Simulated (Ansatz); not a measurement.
# Si16Ge: the cost of one run

Method: DFT LDA, plane waves, PAW, scalar-relativistic, no spin polarisation, in Ansatz 0.2.0.

**1. The starting structure**

The cell holds 17 atoms (GeSi16): a = 7.679 Å, b = 7.679 Å, c = 7.679 Å, α = 60.00°, β = 60.00°, γ = 60.00°.

Its coordinates follow in the input file.

**2. Relaxing end A**

File input.yaml:

```yaml
crystal:
  lattice:
    - [0.0, 5.43, 5.43]
    - [5.43, 0.0, 5.43]
    - [5.43, 5.43, 0.0]
  atoms:
    - { symbol: Si, position: [0.0, 0.0, 0.0] }
    - { symbol: Si, position: [0.125, 0.125, 0.125] }
    - { symbol: Si, position: [0.0, 0.0, 0.5] }
    - { symbol: Si, position: [0.125, 0.125, 0.625] }
    - { symbol: Si, position: [0.0, 0.5, 0.0] }
    - { symbol: Si, position: [0.125, 0.625, 0.125] }
    - { symbol: Si, position: [0.0, 0.5, 0.5] }
    - { symbol: Si, position: [0.125, 0.625, 0.625] }
    - { symbol: Si, position: [0.5, 0.0, 0.0] }
    - { symbol: Si, position: [0.625, 0.125, 0.125] }
    - { symbol: Si, position: [0.5, 0.0, 0.5] }
    - { symbol: Si, position: [0.625, 0.125, 0.625] }
    - { symbol: Si, position: [0.5, 0.5, 0.0] }
    - { symbol: Si, position: [0.625, 0.625, 0.125] }
    - { symbol: Si, position: [0.5, 0.5, 0.5] }
    - { symbol: Si, position: [0.625, 0.625, 0.625] }
    - { symbol: Ge, position: [0.7585923, 0.2355537, 0.2540107] }
basis:
  ecutwfc: 420.0
kpoints:
  mp_grid: { grid: [2, 2, 2] }
hamiltonian:
  xc: lda
  pseudopotentials: { kind: paw, azcp: { folder: soft_1 } }
scf:
  occupations: { method: gaussian, width: 0.02 }
  lower_state_search: "off"
relax:
  f_tol: 0.03
  max_steps: 60
  adjacent_minimum: "off"
output:
  write_density: true
  write_potential: true
  elf: true
  volumetric_format: npy
```

Command:

```bash
ansatz run input.yaml --threads 1 --pin off --max-ram 3072MiB --backend cpu --events-out ev --progress --plain --runs-dir out
```

Q: Estimate wall time and peak memory on 1 thread of Intel Xeon Platinum 8259CL at 2.50GHz (Skylake/Cascade Lake), shared host.

About 87 s, with a peak of 0.59 GiB.
